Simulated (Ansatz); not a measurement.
# CH4Ge (singlet): the correlation ladder at a displaced geometry (v2), cc-pVDZ

An exercise on one series of results from a longer session: the logs are not shown, and one member is left open.

The runs use Ansatz 0.2.0, Gaussian basis; cc-pVDZ, core rule «outside noble gas», up to 15 orbitals frozen.

To be run: UHF; CCSD(T) on RHF; CCSD(T) on UHF; BCCD(T) on RHF; CISD; CCSDT(Q) on RHF; CASSCF and MRCISD+Q, 8 electrons in 8 orbitals; CASSCF and NEVPT2, 8 electrons in 8 orbitals.

9 further runs of the same task are left out: 1 for a mislabelled method, 2 that didn't finish, 6 set aside as unsound or not needed.

### The geometry

The geometry is a PBE0/def2-TZVP stationary point (not a proven minimum) with its atoms shifted at random (size 0.100 Å). No spin-orbit coupling is included. The filled d shell of Ge may be among the frozen orbitals whatever the setting's name suggests; the logs give the count.

6 atoms, charge 0, spin multiplicity 1.

Atoms are counted from 1 here; the program's logs count them from 0.

Bond lengths: Ge1–C2 1.985 Å, Ge1–H3 1.579 Å, C2–H4 1.177 Å, C2–H5 1.127 Å, C2–H6 0.934 Å. Angles: C2–Ge1–H3 92.9°, Ge1–C2–H4 109.3°, Ge1–C2–H5 109.6°, Ge1–C2–H6 122.0°, H4–C2–H5 96.2°, H4–C2–H6 113.1°, H5–C2–H6 103.2°.

Coordinates:

```
Ge    0.0243   -0.0265    0.3485
C    -0.1405    0.0352   -1.6289
H    -0.0639    1.5446    0.4840
H     0.0192   -1.0459   -2.0669
H     0.7923    0.4850   -2.0723
H    -0.8265    0.5053   -2.0533
```

The first run:

in.yaml reads:

```yaml
crystal:
  periodic: [false, false, false]
  atoms:
    - {symbol: Ge, position_ang: [0.024333, -0.026482, 0.348537]}
    - {symbol: C, position_ang: [-0.140541, 0.035219, -1.628864]}
    - {symbol: H, position_ang: [-0.063921, 1.544561, 0.483954]}
    - {symbol: H, position_ang: [0.019188, -1.045949, -2.066892]}
    - {symbol: H, position_ang: [0.792290, 0.484988, -2.072310]}
    - {symbol: H, position_ang: [-0.826502, 0.505251, -2.053344]}
basis:
  gaussian: {orbitals: cc-pVDZ}
magnetization: {spin_polarized: true, initial_magnetization: 0}
hamiltonian: {xc: hf}
output: {orbitals: {seedname: orbitals}}
```

The run is started by

```
$ ansatz run in.yaml --threads 1 --pin off --events-out ev --progress --plain --max-ram 2176MiB
```

Steps of the session up to this table: UHF; CCSD(T) on RHF; CCSD(T) on UHF; BCCD(T) on RHF; CISD; CCSDT(Q) on RHF; CASSCF and MRCISD+Q, 8 electrons in 8 orbitals; CASSCF and NEVPT2, 8 electrons in 8 orbitals.

One of the session's tables, all rows but one given; the rest of the session is left out.

| method | from RCCSDT(Q) (meV) |
| --- | --- |
| RHF | +7441.1 |
| UHF | +7417.7 |
| RMP2 | ? |
| CISD | +855.5 |
| RCCSD | +220.4 |
| RCCSD(T) | +32.7 |
| BCCD(T) | +32.0 |
| RCCSDT | +10.8 |
| RCCSDT(Q) | 0 |
| CASSCF frontier | +5290.1 |
| NEVPT2 frontier | +1267.8 |

Q: Estimate the row for RMP2 from the others.

**Answer.** from RCCSDT(Q) (meV): +1239.9. In the column «from RCCSDT(Q) (meV)» it lies between CISD (+855.5) and NEVPT2 frontier (+1267.8).

Not comparable, so not listed: CCSD(T) on UHF; CASSCF and MRCISD+Q, 8 electrons in 8 orbitals (they don't share determinant, frozen orbitals or solution with the rows shown, or repeat one).

To keep in mind: Warnings: restricted reference is unstable; spin contamination. Warnings in the runs' records: passed over end.
